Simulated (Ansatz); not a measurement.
# SiHBr (triplet): from Hartree-Fock to the top rungs at distance Br1–H2 along a hydrogen transfer = 1.725 Å, cc-pVDZ

Aim: climb from Hartree-Fock through coupled cluster and multireference methods for SiHBr (triplet) at one geometry and basis, and see what each rung misses.

The runs use Ansatz 0.2.0, Gaussian basis; cc-pVDZ, core rule «outside noble gas», up to 19 orbitals frozen.

The runs, in order: UHF; CCSD(T) on ROHF; CCSD(T) on UHF; BCCD(T) on ROHF; CISD; CCSDT(Q) on ROHF; CCSDT(Q) on UHF; CCSDTQ on ROHF; CASSCF and MRCISD+Q, 4 electrons in 4 orbitals; CASSCF and NEVPT2, 4 electrons in 4 orbitals; CASSCF and MRCISD+Q, 12 electrons in 9 orbitals; CASSCF and NEVPT2, 12 electrons in 9 orbitals.

## 1. The geometry

The geometry derives from fragments relaxed apart (PBE0/def2-TZVP) and kept rigid, so it is no stationary point. A hydrogen atom is moved between rigid fragments. No spin-orbit coupling is included. The filled d shell of Br may be among the frozen orbitals whatever the setting's name suggests; the logs give the count.

3 atoms, charge 0, spin multiplicity 3.

Atoms are counted from 1 here; the program's logs count them from 0.

Bond lengths: Br1–H2 1.725 Å, H2–Si3 1.562 Å. Angles: Br1–H2–Si3 180.0°.

## 2. UHF

Input file in.yaml:

```yaml
crystal:
  periodic: [false, false, false]
  atoms:
    - {symbol: Br, position_ang: [0.000000, 0.000000, -1.670667]}
    - {symbol: H, position_ang: [0.000000, 0.000000, 0.054333]}
    - {symbol: Si, position_ang: [0.000000, 0.000000, 1.616333]}
basis:
  gaussian: {orbitals: cc-pVDZ}
magnetization: {spin_polarized: true, initial_magnetization: 2}
hamiltonian: {xc: hf}
output: {orbitals: {seedname: orbitals}}
```

Started as:

```bash
> ansatz run in.yaml --threads 1 --pin off --events-out ev --progress --plain --max-ram 2816MiB --backend cpu
```

After this run come: CCSD(T) on ROHF; CCSD(T) on UHF; BCCD(T) on ROHF; CISD; CCSDT(Q) on ROHF; CCSDT(Q) on UHF; CCSDTQ on ROHF; CASSCF and MRCISD+Q, 4 electrons in 4 orbitals; CASSCF and NEVPT2, 4 electrons in 4 orbitals; CASSCF and MRCISD+Q, 12 electrons in 9 orbitals; CASSCF and NEVPT2, 12 electrons in 9 orbitals.

Before running them: what should the planned runs give, taken together? Wanted: RCCSDTQ below the RHF energy; RMP2 from RCCSDTQ; UMP2 from RCCSDTQ; RCCSD from RCCSDTQ; RCCSD(T) from RCCSDTQ; UCCSD(T) from RCCSDTQ; RCCSDT(Q) from RCCSDTQ; UCCSDT(Q) from RCCSDTQ; MRCISD+Q pair from RCCSDTQ.

As calculated:

| quantity | value |
| --- | --- |
| RCCSDTQ below the RHF energy | -6.1948 eV |
| RMP2 from RCCSDTQ | +1035.4 meV |
| UMP2 from RCCSDTQ | +1087.6 meV |
| RCCSD from RCCSDTQ | +171.1 meV |
| RCCSD(T) from RCCSDTQ | +37.1 meV |
| UCCSD(T) from RCCSDTQ | +37.5 meV |
| RCCSDT(Q) from RCCSDTQ | +0.6 meV |
| UCCSDT(Q) from RCCSDTQ | -0.3 meV |
| MRCISD+Q pair from RCCSDTQ | +15.6 meV |
| NEVPT2 valence from RCCSDTQ | +1211.1 meV |
| MRCISD+Q valence from RCCSDTQ | +25.5 meV |
| levels within 1 kcal/mol (43 meV) | RCCSD(T), UCCSD(T), BCCD(T), RCCSDT, UCCSDT, RCCSDT(Q), UCCSDT(Q), MRCISD+Q pair, MRCISD+Q valence |
| T1 diagnostic | 0.022 |
| effectively unpaired electrons | 2.03 |

RCCSD(T) lands +37.1 meV from the yardstick (0.6 % of the correlation energy). One determinant dominates. Of the multireference levels listed MRCISD+Q pair comes nearest in total energy (+15.6 meV), which doesn't show that its space is the better one. These misses are within one basis, not against nature; the frozen cores of restricted and unrestricted runs differ, which can shift their rows.
